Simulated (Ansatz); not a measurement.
Write a Python script for the Ansatz DFT code, driven from Python that makes an atomisation energy of CH3AlFN, SMILES F[CH]1[NH][AlH]1. Settings (for the species named): CAM-B3LYP, def2-TZVP basis, multiplicity 1.

```yaml
atoms:
  - { symbol: F, position_ang: [-1.8611, -0.5058, -0.0689] }
  - { symbol: C, position_ang: [-0.7326, 0.2323, -0.2549] }
  - { symbol: N, position_ang: [-0.0585, 0.4066, 1.0122] }
  - { symbol: Al, position_ang: [0.9155, -0.8301, -0.1811] }
  - { symbol: H, position_ang: [-0.7845, 1.1611, -0.8726] }
  - { symbol: H, position_ang: [0.5538, 1.2896, 0.9800] }
  - { symbol: H, position_ang: [2.0287, -1.8217, -0.6604] }
```

Script `tae.py`:
```python
"""Atomisation energy of CH3AlFN at the given geometry."""

from collections import Counter

import ansatz as az

config = {
    "basis_set": "def2-TZVP",
    "xc": "cam_b3lyp",
}


def total_energy(molecule, charge=0, unpaired=0):
    calc = (
        molecule.calculation()
        .basis(gaussian=config["basis_set"])
        .functional(config["xc"])
    )
    if charge:
        calc = calc.charge(charge)
    if unpaired:
        calc = calc.spin("collinear", total=unpaired)
    report = calc.run().report
    if report["published_state_doubts"]:
        print("  doubts:", report["published_state_doubts"])
    return report["free_energy_ev"]

geometry_ang = [
    ("F", (-1.8611, -0.5058, -0.0689)),
    ("C", (-0.7326, 0.2323, -0.2549)),
    ("N", (-0.0585, 0.4066, 1.0122)),
    ("Al", (0.9155, -0.8301, -0.1811)),
    ("H", (-0.7845, 1.1611, -0.8726)),
    ("H", (0.5538, 1.2896, 0.98)),
    ("H", (2.0287, -1.8217, -0.6604)),
]
system = az.Crystal.molecule()
for symbol, xyz in geometry_ang:
    system = system.atom(symbol, xyz)

# unpaired electrons of the ground-state atoms
unpaired = {"F": 1, "C": 2, "N": 3, "Al": 1, "H": 1}
counts = Counter(site.symbol for site in system.cartesian_sites)
atom_energy = {s: total_energy(az.Crystal.molecule().atom(s, (0, 0, 0)), 0, unpaired[s]) for s in counts}
whole = total_energy(system, 0, 0)
for s, e in atom_energy.items():
    print(f"{s:2s} x{counts[s]}  {e:14.5f} eV")
print(f"CH3AlFN: {whole:.5f} eV")
split = sum(counts[s] * e for s, e in atom_energy.items()) - whole
print(f"atomisation energy (no zero-point term): {23.060548 * split:.1f} kcal/mol, {split / sum(counts.values()):.3f} eV an atom")
```

```console
$ python tae.py
F  x1     -2714.25007 eV
C  x1     -1029.59771 eV
N  x1     -1485.26905 eV
Al x1     -6595.16868 eV
H  x3       -13.57334 eV
CH3AlFN: -11887.82034 eV
atomisation energy (no zero-point term): 526.1 kcal/mol, 3.259 eV an atom
```

526.1 kcal/mol from the electronic energies, without the zero-point term.

Reading the output:
- Total energies depend on the basis set; only differences at equal settings carry meaning.
- The geometry is a force-field or estimated start, not a minimum of this method, and the basis set is short of its limit. All parts are taken at fixed geometry, without zero-point energy.
- Finished in 2.7 s on 1 thread of AMD EPYC 9R45 96-Core Processor (Zen 5), with other jobs on the host, peak memory 0.35 GiB.
